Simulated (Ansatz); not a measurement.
**AsH4OS+ (SMILES [OH2+][AsH]S): single points off equilibrium**

Aim: energy, forces and dipole at a structure displaced at random from a GFN2-xTB minimum, from CCSD(T) and from density functionals.

Method: single points in def2-TZVPP; program: Ansatz 0.2.0, Gaussian basis.

Correlated methods freeze the cores. Filled d shells of the heavier atoms are correlated.

## (1) The system as given

SMILES `[OH2+][AsH]S`, 7 atoms, charge 1, spin multiplicity 1.

Atoms are counted from 1 here; the program's logs count them from 0.

Bond lengths: O1–H4 0.922 Å, O1–H5 0.923 Å, As2–S3 2.058 Å, As2–H6 1.412 Å, S3–H7 1.321 Å. Angles: H4–O1–H5 107.6°, S3–As2–H6 97.7°, As2–S3–H7 99.7°.

Geometry (Å):

```tsv
atom	x (Å)	y (Å)	z (Å)
O1	-0.81350	0.61540	-0.87630
As2	-0.31950	-0.24960	1.13570
S3	0.94410	-1.77120	0.56560
H4	-1.39350	0.15010	-1.42060
H5	-1.08130	1.49870	-0.87460
H6	0.63380	0.79230	1.14910
H7	2.04810	-1.07670	0.35790
```

## (2) CCSD(T)/def2-TZVPP

run/in.yaml reads:

```yaml
crystal:
  periodic: [false, false, false]
  atoms:
    - {symbol: O, position_ang: [-0.813500, 0.615400, -0.876300]}
    - {symbol: As, position_ang: [-0.319500, -0.249600, 1.135700]}
    - {symbol: S, position_ang: [0.944100, -1.771200, 0.565600]}
    - {symbol: H, position_ang: [-1.393500, 0.150100, -1.420600]}
    - {symbol: H, position_ang: [-1.081300, 1.498700, -0.874600]}
    - {symbol: H, position_ang: [0.633800, 0.792300, 1.149100]}
    - {symbol: H, position_ang: [2.048100, -1.076700, 0.357900]}
basis:
  gaussian: {orbitals: def2-TZVPP}
total_charge: 1
correlation: {method: ccsd_t}
output: {forces: true}
```

The command line of these runs was not kept.

## (3) PBE0-D4/def2-TZVPP

Edit run/in.yaml of step 2 so:

```diff
@@ -13,3 +13,3 @@
 total_charge: 1
-correlation: {method: ccsd_t}
-output: {forces: true}
+hamiltonian: {xc: pbe0, dispersion: d4}
+output: {forces: true, orbitals: {seedname: orbitals}}
```

## (4) wB97M-V/def2-TZVPP

Edit run/in.yaml of step 3 so:

```diff
@@ -13,3 +13,3 @@
 total_charge: 1
-hamiltonian: {xc: pbe0, dispersion: d4}
-output: {forces: true, orbitals: {seedname: orbitals}}
+hamiltonian: {xc: {name: wB97M-V}}
+output: {forces: true}
```

## (5) r2SCAN-D4/def2-TZVPP

Edit run/in.yaml of step 4 so:

```diff
@@ -13,3 +13,3 @@
 total_charge: 1
-hamiltonian: {xc: {name: wB97M-V}}
+hamiltonian: {xc: r2scan, dispersion: d4}
 output: {forces: true}
```

## (6) PBE-D4/def2-TZVPP

Edit run/in.yaml of step 5 so:

```diff
@@ -13,3 +13,3 @@
 total_charge: 1
-hamiltonian: {xc: r2scan, dispersion: d4}
+hamiltonian: {xc: pbe, dispersion: d4}
 output: {forces: true}
```

## (7) BLYP-D4/def2-TZVPP

Edit run/in.yaml of step 6 so:

```diff
@@ -13,3 +13,3 @@
 total_charge: 1
-hamiltonian: {xc: pbe, dispersion: d4}
+hamiltonian: {xc: {name: BLYP}, dispersion: d4}
 output: {forces: true}
```

## (8) r2SCAN0-D4/def2-TZVPP

Edit run/in.yaml of step 7 so:

```diff
@@ -13,3 +13,3 @@
 total_charge: 1
-hamiltonian: {xc: {name: BLYP}, dispersion: d4}
+hamiltonian: {xc: {name: r2SCAN0}, dispersion: d4}
 output: {forces: true}
```

(Steps that only read results are left out.)

**Question.** What will these runs give? Wanted: energy less free atoms, CCSD(T)/def2-TZVPP; RMS force component; RMS force error; HOMO and LUMO, PBE0-D4; T1 diagnostic.

As calculated:

| quantity | value |
| --- | --- |
| energy less free atoms, CCSD(T)/def2-TZVPP | -1130.3 kJ/mol |
| RMS force component | 1.297 to 1.686 eV/Å over the methods |
| RMS force error | PBE0-D4 0.101, wB97M-V 0.071, r2SCAN-D4 0.090, PBE-D4 0.266, BLYP-D4 0.319, r2SCAN0-D4 0.164 eV/Å |
| HOMO and LUMO, PBE0-D4 | -13.79 and -7.94 eV |
| T1 diagnostic | 0.014 |

In words: Against CCSD(T) the functionals' energies less atoms differ by -105.6 to -12.8 kJ/mol, PBE-D4 by -105.6 kJ/mol. The reference is not at the basis limit: in triple zeta CCSD(T) underbinds, which counts against methods that bind more; the gaps are no ranking. For forces wB97M-V does best and BLYP-D4 worst. Frozen-core CCSD(T) forces in triple zeta carry basis errors of their own, and this is one geometry, so small gaps rank nothing.
